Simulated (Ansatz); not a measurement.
# HF/3-21G run of SnF4 (SMILES [F][Sn]([F])([F])[F])

Aim: the electronic atomisation energy of SnF4 at HF/3-21G, from 3 runs. 

The results are computed with Ansatz 0.2.0.

48 further runs of the same task are left out: 21 that didn't finish, 27 set aside as unsound or not needed. Runs told in other sessions of the task aren't counted.

### Step 1. The molecule

SnF4 has 5 atoms, charge 0, and is taken as a singlet. As SMILES, `[F][Sn]([F])([F])[F]`. The coordinates come from a PBE0-D4/def2-TZVP relaxation.

Bond lengths: F1–Sn2 1.876 Å, Sn2–F3 1.876 Å, Sn2–F4 1.876 Å, Sn2–F5 1.876 Å. Angles: F1–Sn2–F3 109.5°, F1–Sn2–F4 109.5°, F1–Sn2–F5 109.5°, F3–Sn2–F4 109.5°, F3–Sn2–F5 109.5°, F4–Sn2–F5 109.5°.

### Step 2. A single-point energy at HF/3-21G

Contents of input.yaml:

```yaml
crystal:
  periodic: [false, false, false]
  atoms:
    - {symbol: F, position_ang: [0.130300, -0.871400, 1.656700]}
    - {symbol: Sn, position_ang: [0.009900, -0.014700, -0.008300]}
    - {symbol: F, position_ang: [-1.285400, 1.340000, 0.078100]}
    - {symbol: F, position_ang: [-0.477600, -1.263800, -1.320800]}
    - {symbol: F, position_ang: [1.672500, 0.736200, -0.447200]}
basis:
  gaussian:
    orbitals: 3-21G-spherical.json
hamiltonian:
  xc: hf
accuracy: high
output:
  orbitals: {seedname: orbitals}
```

The basis set 3-21G is read from a file made from the Basis Set Exchange's data (not shown).

On the command line:

```bash
$ ansatz run input.yaml --threads 1 --pin off --max-ram 3480MiB --events-out events.jsonl --progress --plain --runs-dir runs
```

What it wrote:

```text
Warning: RAYON_NUM_THREADS=1 ignored (pool sized by the plan → 1); use --threads N
Functional definition: HF
  name "HF"
  exchange = exact_x
  correlation = 0
1319 factors; integrals over basis functions are off by at most 1.4e-8 eV
mean field evaluation 1: about -173932.1029 eV, gradient 4.8e1 eV
mean field evaluation 2: about -173932.3078 eV, gradient 4.8e1 eV
mean field evaluation 4: about -173935.9891 eV, gradient 2.0e0 eV
mean field evaluation 8: about -173936.0253 eV, gradient 8.6e-2 eV
mean field evaluation 16: about -173936.0253 eV, gradient 2.8e-8 eV
mean field -173936.02530214 eV, -6392.0310317811 hartree, gradient 2.8e-8 eV, S^2 0.000000; 0 other end points of the search recorded, 0 dependent functions left out
reference -173936.02530214 eV, -6392.0310317811 hartree; 43, 43 occupied and 24, 24 virtual orbitals, 1319 factors
Total energy: -173936.02530214 eV, -6392.0310317811 hartree
```

Wall time 1.7 s (1 thread of Arm Neoverse V1, shared host); peak memory 0.18 GiB.

### Step 3. The F atom, same level

Contents of in.yaml:

```yaml
crystal:
  periodic: [false, false, false]
  atoms:
    - {symbol: F, position_ang: [0.000000, 0.000000, 0.000000]}
basis:
  gaussian: {orbitals: 3-21G.json}
total_charge: 0
magnetization: {spin_polarized: true, initial_magnetization: 1}
hamiltonian: {xc: hf}
accuracy: high
```

The basis set 3-21G is read from a file made from the Basis Set Exchange's data (not shown).

Run the same way, it converges to -98.84501 Eh (log not shown).

### Step 4. The Sn atom, same level

Contents of run.yaml:

```yaml
crystal:
  periodic: [false, false, false]
  atoms:
    - symbol: Sn
      position_ang: [0.000000, 0.000000, 0.000000]
basis:
  gaussian: {orbitals: 3-21G-spherical.json}
magnetization: {spin_polarized: true, initial_magnetization: 2}
hamiltonian: {xc: hf}
accuracy: high
```

The basis set 3-21G is read from a file made from the Basis Set Exchange's data (not shown).

Run the same way, it converges to -5996.26828 Eh (log not shown).

### Step 5. What came out

Level: HF/3-21G.

| quantity | value |
| --- | --- |
| molecule: total energy | -6392.03103 Eh |
| molecule: HOMO energy | -16.41 eV |
| molecule: LUMO energy | 1.08 eV |
| molecule: HOMO–LUMO gap | 17.49 eV |
| F atom: total energy | -98.84501 Eh |
| F atom: ⟨S²⟩ | 0.750 |
| Sn atom: total energy | -5996.26828 Eh |
| Sn atom: ⟨S²⟩ | 2.001 |
| electronic atomisation energy | 10.414 eV |

What this shows: Taking the molecule apart into free atoms costs 10.41 eV (240 kcal/mol), before zero-point energy and without spin-orbit coupling. Hartree–Fock lacks the correlation of the bonding pairs, which as a rule makes this value much too low; in minimal bases other errors can mask that. The basis has no polarisation functions, which makes bonds too weak. Relativity is left out (molecule) although the molecule holds a heavy atom. Relativity is left out (Sn atom) although the molecule holds a heavy atom.
